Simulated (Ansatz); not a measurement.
# In2Au: the cost of one run

Method: DFT LDA, scalar-relativistic, in Ansatz 0.2.0.

### 1 The starting structure

The structure is cubic, space group Fm-3m (No. 225). Conventional cell: a = 6.502 Å, b = 6.502 Å, c = 6.502 Å, α = 90.00°, β = 90.00°, γ = 90.00°. In (site symmetry -43m) is surrounded by 4 Au at 2.82 Å. Au (site symmetry m-3m) has 8 In at 2.82 Å in its first shell of neighbours.

Structure file:

```cif
data_structure
_symmetry_space_group_name_H-M 'Fm-3m'
_symmetry_Int_Tables_number 225
_cell_length_a 6.5020
_cell_length_b 6.5020
_cell_length_c 6.5020
_cell_angle_alpha 90.000
_cell_angle_beta 90.000
_cell_angle_gamma 90.000
_cell_volume 274.88
loop_
_atom_site_label
_atom_site_type_symbol
_atom_site_symmetry_multiplicity
_atom_site_Wyckoff_symbol
_atom_site_fract_x
_atom_site_fract_y
_atom_site_fract_z
_atom_site_occupancy
In1 In 8 c 0.25000 0.75000 0.75000 1
Au1 Au 4 a 0.00000 0.00000 0.00000 1
```

The file gives the conventional cell by its symmetry; the runs use the cell typed in the input.

Atoms are numbered in the order of the input: In1, In2, Au3.

### 2 After the deformation

Space group Fm-3m before, R-3m after.

### 3 All-electron LAPW

Input file input.yaml:

```yaml
crystal:
  lattice:
    - [0.03251, 3.267255, 3.267255]
    - [3.267255, 0.03251, 3.267255]
    - [3.267255, 3.267255, 0.03251]
  atoms:
    - { symbol: In, position: [0.25, 0.25, 0.25] }
    - { symbol: In, position: [0.75, 0.75, 0.75] }
    - { symbol: Au, position: [0.0, 0.0, 0.0] }
kpoints:
  mp_grid: { grid: [10, 10, 10] }
  band_path:
    path:
      - [0.0, 0.0, 0.0]
      - [0.5, 0.5, 0.5]
      - [0.247543133, 0.5, 0.752456867]
      - [-0.247543133, 0.247543133, 0.5]
      - [0.0, 0.0, 0.5]
      - [0.0, 0.0, 0.0]
      - [-0.3737715665, 0.0, 0.3737715665]
      - [0.0, 0.3737715665, 0.6262284335]
      - [0.0, 0.5, 0.5]
    npoints: 5
scf:
  occupations: { method: fermi_dirac, width: 0.05 }
hamiltonian:
  xc: lda
  pseudopotentials: { kind: all_electron, lapw: { basis_error: 0.0005 } }
output:
  forces: true
  stress: true
  eigenvalues: true
```

On the command line:

```console
$ ansatz run input.yaml --threads 1 --pin off --max-ram 4096MiB --backend cpu --events-out ev --progress --plain --runs-dir out
```

What time and memory should one allow on 1 thread of Arm Neoverse V1, shared host?

About 2.6 min, with a peak of 1 GiB.
